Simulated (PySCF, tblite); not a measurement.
**C₃H₁₃NO₂Si₃: geometry, infrared bands and NMR shifts**

Wanted: the infrared bands and NMR shifts of C₃H₁₃NO₂Si₃ (`COC(=O)[Si@@H](N)C[SiH2][SiH3]`), by calculation.

Computed with tblite 0.8.0 and PySCF 2.14.0, with density-fitted response routines of our own, on a single molecule in the gas phase. Atoms are numbered from 0 throughout.

## (1) The starting structure

22 atoms, charge 0, multiplicity 1; geometry from: force field or distance geometry start.

Bonds of the start (Å): C0–O1 1.40, O1–C2 1.37, C2–O3 1.29, C2–Si4 1.81, Si4–N5 1.77, Si4–C6 1.85, C6–Si7 1.89, Si7–Si8 2.22, C0–H9 1.14, C0–H10 1.11, C0–H11 1.11, Si4–H12 1.49, N5–H13 1.04, N5–H14 1.05, C6–H15 1.08, C6–H16 1.14, Si7–H17 1.48, Si7–H18 1.46, Si8–H19 1.48, Si8–H20 1.50, Si8–H21 1.45.

## (2) Relaxing the molecule with GFN2-xTB

Job settings and geometry (Å):

```
{"job": {"kind": "relax", "xc": "GFN2-xTB", "basis": "xTB"}, "charge": 0, "multiplicity": 1}
C     -4.354100     0.100500     0.397300
O     -2.972400     0.348400     0.404000
C     -2.120000     0.247800    -0.669800
O     -2.538600    -0.062500    -1.847000
Si    -0.361300     0.598700    -0.443100
N      0.035000     1.386900     1.092300
C      0.761100    -0.856400    -0.621300
Si     2.471900    -0.141200    -0.988200
Si     3.838900    -0.245500     0.759400
H     -4.857000     0.987200     0.904100
H     -4.607700    -0.772900     1.036100
H     -4.792000     0.042900    -0.621800
H      0.044000     1.554800    -1.511100
H     -0.734100     1.172000     1.766300
H      0.958600     1.067300     1.482100
H      0.518500    -1.540500    -1.424500
H      0.841900    -1.439000     0.350000
H      2.299900     1.297900    -1.295500
H      3.032400    -0.726700    -2.203800
H      5.227500    -0.436200     0.294200
H      3.825900     1.071000     1.471900
H      3.471200    -1.312600     1.667700
```

Started as:

```sh
> OMP_NUM_THREADS=1 python probes_run.py task.json out
```

One launch serves the whole session: the jobs run in the order shown.

The program printed:

```text
step      E/eV     max force
  0    -795.71047    6.375
  1    -796.11664    5.895
  2    -796.31790    1.345
  3    -796.36000    0.727
  4    -796.42758    0.884
  5    -796.47889    1.125
  6    -796.53772    0.746
  7    -796.56525    0.348
  8    -796.58788    0.337
  9    -796.60940    0.551
 10    -796.63069    0.525
 11    -796.64531    0.307
 12    -796.65361    0.177
 13    -796.65937    0.274
 14    -796.66623    0.330
 15    -796.67363    0.274
 16    -796.68076    0.184
 17    -796.68862    0.232
 18    -796.69933    0.418
 19    -796.71274    0.494
 20    -796.72591    0.371
 21    -796.73673    0.251
 22    -796.74629    0.283
 23    -796.75696    0.402
 24    -796.76805    0.381
 25    -796.77555    0.222
 26    -796.77147    0.728
 27    -796.78425    0.250
 28    -796.78719    0.187
 29    -796.79369    0.175
 30    -796.79638    0.173
 31    -796.79929    0.105
 32    -796.80126    0.083
 33    -796.80323    0.077
 34    -796.80490    0.086
 35    -796.80639    0.079
 36    -796.80766    0.068
 37    -796.80886    0.065
 38    -796.81013    0.074
 39    -796.81162    0.072
 40    -796.81322    0.082
 41    -796.81468    0.073
 42    -796.81597    0.068
 43    -796.81723    0.072
 44    -796.81850    0.076
 45    -796.81983    0.079
 46    -796.82121    0.078
 47    -796.82261    0.072
 48    -796.82395    0.067
 49    -796.82511    0.074
 50    -796.82618    0.087
 51    -796.82738    0.079
 52    -796.82873    0.092
 53    -796.82996    0.167
 54    -796.83122    0.074
 55    -796.83251    0.095
 56    -796.83412    0.101
 57    -796.83501    0.074
 58    -796.83565    0.038
 59    -796.83601    0.043
 60    -796.83644    0.055
 61    -796.83698    0.064
 62    -796.83753    0.151
 63    -796.83802    0.059
 64    -796.83854    0.057
 65    -796.83926    0.060
 66    -796.83983    0.057
 67    -796.84066    0.059
 68    -796.84133    0.056
 69    -796.84205    0.053
 70    -796.84284    0.062
 71    -796.84370    0.063
 72    -796.84443    0.053
 73    -796.84501    0.052
 74    -796.84553    0.047
 75    -796.84606    0.053
 76    -796.84659    0.053
 77    -796.84708    0.046
 78    -796.84753    0.049
 79    -796.84800    0.056
 80    -796.84853    0.054
 81    -796.84919    0.130
 82    -796.84986    0.080
 83    -796.85075    0.094
 84    -796.85174    0.075
 85    -796.85262    0.068
 86    -796.85347    0.073
 87    -796.85435    0.069
 88    -796.85491    0.058
 89    -796.85539    0.056
 90    -796.85591    0.057
 91    -796.85665    0.067
 92    -796.85744    0.063
 93    -796.85798    0.044
 94    -796.85831    0.038
 95    -796.85857    0.038
 96    -796.85893    0.053
 97    -796.85941    0.061
 98    -796.85988    0.051
 99    -796.86018    0.036
100    -796.86038    0.034
101    -796.86060    0.036
102    -796.86097    0.054
103    -796.86157    0.058
104    -796.86234    0.065
105    -796.86309    0.059
106    -796.86373    0.079
107    -796.86445    0.088
108    -796.86532    0.069
109    -796.86616    0.071
110    -796.86682    0.087
111    -796.86731    0.072
112    -796.86775    0.057
113    -796.86823    0.040
114    -796.86854    0.028
115    -796.86869    0.029
116    -796.86877    0.027
117    -796.86887    0.019
118    -796.86901    0.022
119    -796.86920    0.028
120    -796.86943    0.042
121    -796.86973    0.048
122    -796.87007    0.046
123    -796.87039    0.036
124    -796.87061    0.028
125    -796.87072    0.015
126    -796.87077    0.012
127    -796.87080    0.013
128    -796.87084    0.017
129    -796.87088    0.015
130    -796.87092    0.012
131    -796.87096    0.011
132    -796.87098    0.013
133    -796.87101    0.013
134    -796.87104    0.012
135    -796.87107    0.012
136    -796.87109    0.011
137    -796.87110    0.013
138    -796.87112    0.012
139    -796.87115    0.014
140    -796.87119    0.017
141    -796.87123    0.017
142    -796.87125    0.015
143    -796.87127    0.010
144    -796.87128    0.012
145    -796.87131    0.014
146    -796.87134    0.024
147    -796.87138    0.026
148    -796.87142    0.019
149    -796.87145    0.009
```

It took 5 s on 1 thread of Intel Xeon at 2.50GHz, shared host.

Step by step: (not every step is listed)

| step | energy from step 0 (eV) | largest force (eV/Å) |
| --- | --- | --- |
| 0 | 0.0000 | 6.3755 |
| 1 | -0.4062 | 5.8948 |
| 2 | -0.6074 | 1.3451 |
| 3 | -0.6495 | 0.7269 |
| 4 | -0.7171 | 0.8840 |
| 5 | -0.7684 | 1.1245 |
| 6 | -0.8273 | 0.7457 |
| 7 | -0.8548 | 0.3483 |
| 8 | -0.8774 | 0.3368 |
| 21 | -1.0263 | 0.2512 |
| 34 | -1.0944 | 0.0861 |
| 47 | -1.1121 | 0.0718 |
| 60 | -1.1260 | 0.0554 |
| 73 | -1.1345 | 0.0521 |
| 86 | -1.1430 | 0.0734 |
| 99 | -1.1497 | 0.0365 |
| 112 | -1.1573 | 0.0569 |
| 125 | -1.1603 | 0.0153 |
| 138 | -1.1607 | 0.0124 |
| 144 | -1.1608 | 0.0117 |
| 145 | -1.1608 | 0.0142 |
| 146 | -1.1609 | 0.0237 |
| 147 | -1.1609 | 0.0261 |
| 148 | -1.1609 | 0.0193 |
| 149 | -1.1610 | 0.0095 |

Distances of close pairs at the start and the end, largest changes first:

| bond | before (Å) | after (Å) | change (Å) |
| --- | --- | --- | --- |
| C2–Si4 | 1.808 | 1.916 | +0.108 |
| Si7–Si8 | 2.221 | 2.308 | +0.087 |
| C2–O3 | 1.287 | 1.206 | -0.081 |
| Si4–N5 | 1.771 | 1.720 | -0.051 |
| C0–H9 | 1.138 | 1.088 | -0.051 |
| Si4–C6 | 1.846 | 1.893 | +0.046 |
| N5–H14 | 1.052 | 1.007 | -0.045 |
| C6–H16 | 1.136 | 1.091 | -0.045 |

The next job starts from the end point, and lists it.

## (3) Harmonic vibrations with GFN2-xTB

Job settings and geometry (Å):

```
{"job": {"kind": "ir", "xc": "GFN2-xTB", "basis": "xTB"}, "charge": 0, "multiplicity": 1}
C     -4.226712     0.232487     0.576879
O     -2.841720     0.555584     0.499483
C     -2.139444     0.042395    -0.523153
O     -2.636570    -0.659833    -1.368867
Si    -0.317242     0.631519    -0.468453
N      0.006949     0.834689     1.208045
C      0.834191    -0.700457    -1.162582
Si     2.679900    -0.239088    -1.186896
Si     3.580568    -0.101499     0.933960
H     -4.711436     1.042882     1.116460
H     -4.357065    -0.709281     1.113428
H     -4.640597     0.132384    -0.428224
H     -0.260640     1.845026    -1.307830
H     -0.732737     1.171467     1.803125
H      0.896893     1.198199     1.507386
H      0.514616    -0.935040    -2.177347
H      0.708462    -1.620187    -0.589643
H      2.812992     1.027550    -1.925659
H      3.377999    -1.246840    -2.006063
H      5.032722    -0.304269     0.942992
H      3.376013     1.216878     1.556566
H      3.032446    -1.072543     1.885543
```

The program printed:

```text
mode    cm-1     km/mol
  1     -37.5      0.12
  2      10.5      0.76
  3      20.7      2.05
  4      53.4      0.29
  5      67.7      0.73
  6      89.5      0.03
  7     111.7      0.31
  8     132.5      0.94
  9     155.8      0.87
 10     189.6     10.51
 11     231.7     14.93
 12     241.6      7.95
 13     256.2     19.67
 14     326.8      8.68
 15     367.0     51.10
 16     433.4     38.03
 17     435.3     11.94
 18     464.0      0.36
 19     469.7      3.04
 20     513.6    126.06
 21     536.5     38.87
 22     569.2      1.07
 23     602.6     63.10
 24     641.2    171.88
 25     681.7    152.46
 26     708.4    154.11
 27     730.8    592.14
 28     785.1    134.21
 29     788.5    299.20
 30     801.2     12.19
 31     817.6    173.99
 32     823.3     57.73
 33     832.6    271.38
 34     841.3     95.77
 35     915.6    151.07
 36     982.4     36.85
 37    1014.9      1.62
 38    1103.7    202.87
 39    1119.2     67.12
 40    1137.7     61.70
 41    1150.6     33.80
 42    1376.2      5.15
 43    1445.3      4.95
 44    1445.5      3.03
 45    1464.5      4.85
 46    1499.5     59.35
 47    1741.8    293.70
 48    2134.7    154.72
 49    2150.9    144.54
 50    2174.0    193.37
 51    2175.1    700.52
 52    2228.1    442.47
 53    2234.9    243.36
 54    2968.5     26.91
 55    2978.1     19.30
 56    2988.8     11.98
 57    2989.5     15.99
 58    3030.7     15.48
 59    3470.9      2.91
 60    3510.1      0.97
```

Wall time 4.3 s (1 thread of Intel Xeon at 2.50GHz, shared host).

Which atoms move in the most intense modes:

| cm⁻¹ | km/mol | atoms |
| --- | --- | --- |
| 731 | 592.1 | H12 17 %, C6 15 %, H17 14 %, H15 11 % |
| 788 | 299.2 | H18 20 %, H17 18 %, H21 13 %, H20 12 % |
| 833 | 271.4 | H20 42 %, H19 37 % |
| 1104 | 202.9 | C2 34 %, O1 21 %, H10 16 %, C0 12 % |
| 1742 | 293.7 | C2 61 %, O3 39 % |
| 2175 | 700.5 | H20 64 %, H17 27 % |
| 2228 | 442.5 | H19 74 %, H21 22 % |
| 2235 | 243.4 | H21 73 %, H19 23 % |

## (4) Nuclear shieldings: PBE0/pcSseg-1

Same as in step 3 but for these lines:

```diff
@@ -1,2 +1,2 @@
-{"job": {"kind": "ir", "xc": "GFN2-xTB", "basis": "xTB"}, "charge": 0, "multiplicity": 1}
+{"job": {"kind": "nmr", "xc": "PBE0", "basis": "pcSseg-1"}, "charge": 0, "multiplicity": 1}
 C     -4.226712     0.232487     0.576879
```

Level: GIAO PBE0/pcSseg-1 NMR shielding, non-relativistic, gas phase.

The program printed:

```text
coarse grid: 19424 points
cycle   1  E = -1194.8147377726  dE =  8.340e-01  |g| = 9.440e-01  |ddm| = 4.168e+00
cycle   2  E = -1194.4558619234  dE =  3.589e-01  |g| = 1.656e+00  |ddm| = 1.689e+00
cycle   3  E = -1194.9690843977  dE = -5.132e-01  |g| = 3.187e-01  |ddm| = 1.190e+00
cycle   4  E = -1194.9872569041  dE = -1.817e-02  |g| = 9.152e-02  |ddm| = 2.515e-01
cycle   5  E = -1194.9886477726  dE = -1.391e-03  |g| = 2.234e-02  |ddm| = 6.176e-02
cycle   6  E = -1194.9887452277  dE = -9.746e-05  |g| = 7.292e-03  |ddm| = 2.147e-02
cycle   7  E = -1194.9887571437  dE = -1.192e-05  |g| = 1.646e-03  |ddm| = 7.444e-03
cycle   8  E = -1194.9887577275  dE = -5.838e-07  |g| = 4.491e-04  |ddm| = 1.813e-03
final grid: 172648 points
cycle   9  E = -1195.0571284199  dE = -2.303e-05  |g| = 1.310e-02  |ddm| = 2.378e-02
cycle  10  E = -1195.0570886819  dE =  3.974e-05  |g| = 1.969e-02  |ddm| = 1.953e-02
cycle  11  E = -1195.0571593984  dE = -7.072e-05  |g| = 2.239e-03  |ddm| = 1.210e-02
cycle  12  E = -1195.0571602749  dE = -8.766e-07  |g| = 5.191e-04  |ddm| = 1.442e-03
cycle  13  E = -1195.0571603189  dE = -4.400e-08  |g| = 1.802e-04  |ddm| = 4.386e-04
cycle  14  E = -1195.0571603255  dE = -6.549e-09  |g| = 3.558e-05  |ddm| = 1.385e-04
cycle  15  E = -1195.0571603257  dE = -2.499e-10  |g| = 1.265e-05  |ddm| = 4.018e-05
converged SCF energy = -1195.0571603257

GIAO shielding tensors (ppm)
atom      isotropic    diamagn.    paramagn.     s11        s22        s33       span
  0 C      136.922     239.921    -103.000    100.035    130.222    180.509     80.475
  1 O      125.639     404.728    -279.089    -86.540    218.494    244.961    331.501
  2 C       -1.192     261.447    -262.639   -105.270     26.519     75.176    180.446
  3 O     -161.166     402.637    -563.803   -524.328   -273.549    314.380    838.708
  4 Si     380.871     883.166    -502.295    323.093    376.572    442.948    119.854
  5 N      251.837     321.037     -69.200    220.517    252.957    282.037     61.520
  6 C      192.541     262.033     -69.491    176.042    199.100    202.482     26.441
  7 Si     430.933     880.473    -449.540    406.991    411.602    474.205     67.214
  8 Si     466.389     880.243    -413.853    452.818    463.438    482.912     30.094
  9 H       28.200      26.440       1.760     23.899     26.774     33.929     10.029
 10 H       28.345      27.605       0.740     23.674     26.331     35.029     11.354
 11 H       26.701      26.592       0.108     22.708     25.698     31.697      8.989
 12 H       26.614      30.944      -4.330     23.609     24.696     31.539      7.930
 13 H       30.618      33.578      -2.960     21.368     27.587     42.899     21.531
 14 H       31.464      34.541      -3.076     22.355     29.084     42.954     20.599
 15 H       31.361      33.004      -1.644     24.702     29.508     39.872     15.170
 16 H       31.655      35.540      -3.884     27.075     29.806     38.085     11.010
 17 H       27.653      29.219      -1.566     24.366     25.822     32.772      8.406
 18 H       27.402      28.446      -1.045     23.084     25.455     33.665     10.581
 19 H       28.248      28.291      -0.043     24.514     25.395     34.836     10.322
 20 H       28.337      29.808      -1.471     24.741     27.389     32.881      8.140
 21 H       28.183      29.844      -1.661     24.627     27.004     32.919      8.293
```

Run time: 2.3 min. Hardware: 1 thread of Intel Xeon at 2.50GHz, shared host; peak memory 1.1 GiB.

Shifts follow as δ = σ(reference) − σ, with reference shieldings (ppm) from runs at the same level and on the same kind of geometry: ¹H TMS 31.72, ¹³C TMS 186.9, ²⁹Si TMS 349.2, ¹⁵N NH3 267.7, ¹⁷O H2O 336.1. The references are single molecules in the gas phase, so shifts against H2O, NH3, PH3, H3PO4 or CFCl3 are not on the usual liquid scales and can be off by tens of ppm. Atoms listed in one row are averaged.

| atoms | environment | σ (ppm) | δ (ppm) | δ scaled to CDCl3 |
| --- | --- | --- | --- | --- |
| C2 | carbonyl carbon | -1.2 | 188.1 | 181.7 |
| C0 | methyl carbon bonded to O | 136.9 | 50.0 | 46.9 |
| C6 | sp3 CH2 bonded to 2 Si | 192.5 | -5.6 | -7.4 |
| H12 | hydrogen on a silicon bonded to 2 C, N | 26.61 | 5.10 | – |
| H18 | hydrogen on a silicon bonded to C, Si | 27.40 | 4.32 | – |
| H17 | hydrogen on a silicon bonded to C, Si | 27.65 | 4.06 | – |
| H9, H10, H11 | hydrogen on a methyl carbon bonded to O | 27.75 | 3.97 | 3.85 |
| H19, H20, H21 | hydrogen on a silicon bonded to Si | 28.26 | 3.46 | – |
| H13, H14 | hydrogen on a nitrogen bonded to Si | 31.04 | 0.68 | – |
| H15 | hydrogen on an sp3 CH2 bonded to 2 Si | 31.36 | 0.36 | 0.44 |
| H16 | hydrogen on an sp3 CH2 bonded to 2 Si | 31.66 | 0.06 | 0.16 |
| O3 | ester carbonyl oxygen | -161.2 | 497.2 | – |
| O1 | ester alkoxy oxygen | 125.6 | 210.4 | – |
| Si4 | silicon bonded to 2 C, N, H | 380.9 | -31.7 | – |
| Si7 | silicon bonded to C, Si, 2 H | 430.9 | -81.8 | – |
| Si8 | silicon bonded to Si, 3 H | 466.4 | -117.2 | – |
| N5 | nitrogen bonded to Si, 2 H | 251.8 | 15.9 | – |

The scaled column applies a straight-line fit of computed shieldings to shifts measured in CDCl3 (root-mean-square error 0.16 ppm for H, 1.9 ppm for C).

Charges from the same density, by scheme (e):

| atoms | Mulliken | IAO | Hirshfeld | ESP fit |
| --- | --- | --- | --- | --- |
| C0 | -0.05 | -0.22 | -0.04 | -0.28 |
| O1 | -0.48 | -0.34 | -0.10 | -0.25 |
| C2 | 0.22 | 0.27 | 0.12 | 0.60 |
| O3 | -0.41 | -0.45 | -0.26 | -0.52 |
| Si4 | 0.93 | 1.00 | 0.38 | 0.36 |
| N5 | -0.63 | -0.84 | -0.32 | -0.96 |
| C6 | -0.85 | -0.83 | -0.25 | -0.37 |
| Si7 | 0.29 | 0.46 | 0.25 | 0.36 |
| Si8 | 0.15 | 0.26 | 0.21 | 0.14 |

Mayer bond orders: C0–O1 0.86, O1–C2 1.06, C2–O3 1.89, C2–Si4 0.78, Si4–N5 1.08, Si4–C6 0.91, C6–Si7 0.93, Si7–Si8 0.91.

## (5) Summary of results

```
                                                              quantity                                               value
                             strongest single infrared mode (GFN2-xTB)                               2175 cm⁻¹, 701 km/mol
                                          zero-point energy (GFN2-xTB)                                       94.6 kcal/mol
                                ¹³C shifts against TMS (PBE0/pcSseg-1)                               188.1, 50.0, -5.6 ppm
¹H shifts against TMS (PBE0/pcSseg-1, means over atoms taken as alike)  5.10, 4.32, 4.06, 3.97, 3.46, 0.68, 0.36, 0.06 ppm
                                ¹⁷O shifts against H2O (PBE0/pcSseg-1)                                    497.2, 210.4 ppm
                               ²⁹Si shifts against TMS (PBE0/pcSseg-1)                            -31.7, -81.8, -117.2 ppm
                                ¹⁵N shifts against NH3 (PBE0/pcSseg-1)                                            15.9 ppm
```

What this shows: Over 149 steps the energy fell by 1.161 eV; of the close pairs, C2–Si4 changed most, 1.808 to 1.916 Å. The lowest mode is imaginary (38i cm⁻¹), so the xTB geometry is not a minimum. GFN2-xTB is a fitted tight-binding method: band positions and strengths are rough. Its intensities can rank the bands wrongly. At PBE0/pcSseg-1: The largest span, 839 ppm, is at O3, where the paramagnetic term is -564 ppm.
